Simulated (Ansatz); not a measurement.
Working through harmonic frequencies at the relaxed geometry of B2H6Si2, SMILES [SiH3]B1B[SiH2]1

Computed with Ansatz's Python interface.

At the Python prompt:
```pycon
>>> import warnings
>>> import ansatz as az
>>> from ase import Atoms
>>> from ase.thermochemistry import IdealGasThermo
>>> import numpy as np
>>> BASIS = '6-31G*'
>>> FUNCTIONAL = 'pbe0'
>>> GEOMETRY = '''
... Si   -1.16310    1.07170   -1.02680
... B    -0.01690   -0.10410   -0.12370
... B     0.25540   -1.73460    0.50670
... Si    1.51760   -0.34700    1.01130
... H    -1.98120    0.36840   -2.06490
... H    -2.12980    1.73800   -0.06410
... H    -0.39900    2.17360   -1.69170
... H    -0.01190   -2.84530    0.62120
... H     1.25190    0.10240    2.44530
... H     2.75990   -0.47420    0.38950
... '''
>>> warnings.simplefilter('ignore', az.DeckWarning)
>>> mol = az.Crystal.molecule()
>>> for line in GEOMETRY.strip().splitlines():
...     symbol, *xyz = line.split()
...     mol = mol.atom(symbol, [float(v) for v in xyz])
...
>>> model = mol.calculation()
>>> model = model.basis(gaussian=BASIS)
>>> model = model.functional(FUNCTIONAL)
>>> symbols = [site.symbol for site in mol.cartesian_sites]
>>> start = np.array([site.position_ang for site in mol.cartesian_sites], dtype=float)
>>> r = model.relax(force_tolerance=0.003).run(threads=1, pin='off').report

>>> end = np.array(r['positions_ang'])
>>> print('bond        before    after (A)')
bond        before    after (A)
>>> for i, j in [(0, 1), (0, 4), (0, 5), (0, 6), (1, 2), (1, 3), (2, 3), (2, 7), (3, 8), (3, 9)]:
...     d0, d1 = (np.linalg.norm(xyz[i] - xyz[j]) for xyz in (start, end))
...     print(f'{symbols[i]}{i}-{symbols[j]}{j}'.ljust(10), f'{d0:8.4f} {d1:8.4f}')
...
Si0-B1       1.8740   1.9806
Si0-H4       1.4972   1.4919
Si0-H5       1.5183   1.4919
Si0-H6       1.4967   1.4921
B1-B2        1.7692   1.5037
B1-Si3       1.9240   1.9173
B2-Si3       1.9425   2.1802
B2-H7        1.1481   1.1838
Si3-H8       1.5261   1.4891
Si3-H9       1.3950   1.4890
>>> # same settings at the minimum
>>> minimum = az.Crystal.molecule()
>>> for symbol, xyz in zip(symbols, end):
...     minimum = minimum.atom(symbol, xyz.tolist())
...
>>> vibrating = minimum.calculation()
>>> vibrating = vibrating.basis(gaussian=BASIS).functional(FUNCTIONAL)
>>> vibrating = vibrating.phonons(temperatures=(200, 600, 100))
>>> vib = vibrating.run(threads=1, pin='off').report['vibrations']
>>> sums = vib['harmonic_sums']
>>> modes = [m['omega_inv_cm'] for m in sums['modes_at_gamma'] if m['rigid_motion'] == 'no']
>>> for number, w in enumerate(modes, start=1):
...     print(f'mode {number:2d} {w:9.1f} 1/cm {w / 8065.544 * 1000:8.2f} meV')
...
mode  1      73.7 1/cm     9.14 meV
mode  2     116.0 1/cm    14.38 meV
mode  3     119.2 1/cm    14.78 meV
mode  4     265.8 1/cm    32.95 meV
mode  5     307.1 1/cm    38.07 meV
mode  6     477.8 1/cm    59.24 meV
mode  7     493.8 1/cm    61.22 meV
mode  8     506.5 1/cm    62.80 meV
mode  9     601.0 1/cm    74.52 meV
mode 10     602.3 1/cm    74.68 meV
mode 11     716.0 1/cm    88.77 meV
mode 12     769.0 1/cm    95.35 meV
mode 13     792.5 1/cm    98.26 meV
mode 14     907.9 1/cm   112.57 meV
mode 15     943.5 1/cm   116.98 meV
mode 16     948.3 1/cm   117.57 meV
mode 17     964.7 1/cm   119.61 meV
mode 18    1387.7 1/cm   172.05 meV
mode 19    2241.5 1/cm   277.91 meV
mode 20    2246.2 1/cm   278.50 meV
mode 21    2248.3 1/cm   278.76 meV
mode 22    2251.1 1/cm   279.10 meV
mode 23    2266.7 1/cm   281.04 meV
mode 24    2815.3 1/cm   349.05 meV
>>> print('imaginary modes:', sum(w < 0 for w in modes), ' zero-point energy:', round(sums['zero_point_energy_ev'], 4), 'eV')
imaginary modes: 0  zero-point energy: 1.5537 eV
>>> # rigid rotor and ideal gas, symmetry number taken as one
>>> gas = IdealGasThermo(vib_energies=[w / 8065.544 for w in modes if w > 0], geometry='linear' if len(modes) == 3 * len(symbols) - 5 else 'nonlinear',
...                      atoms=Atoms(symbols, positions=end), symmetrynumber=1, spin=0.0)
>>> print(f'H(298 K) - E = {gas.get_enthalpy(298.15, verbose=False):.4f} eV')
H(298 K) - E = 1.7800 eV
>>> print(f'S(298 K, 1 bar) = {96485.33 * gas.get_entropy(298.15, 1e5, verbose=False):.1f} J/(mol K) with symmetry number 1')
S(298 K, 1 bar) = 347.7 J/(mol K) with symmetry number 1
```

The frequencies are harmonic and unscaled, in a modest basis. The result belongs to the one conformer reached from this start, and soft torsions count as harmonic oscillators. The entropy takes a symmetry number of 1; a symmetric molecule's is lower by R ln(sigma). The whole script took 3.8 min on 1 thread of Arm Neoverse V2 (shared host), peak memory 0.29 GiB.

(Lines on the test bed's own set-up are left out of the output.)
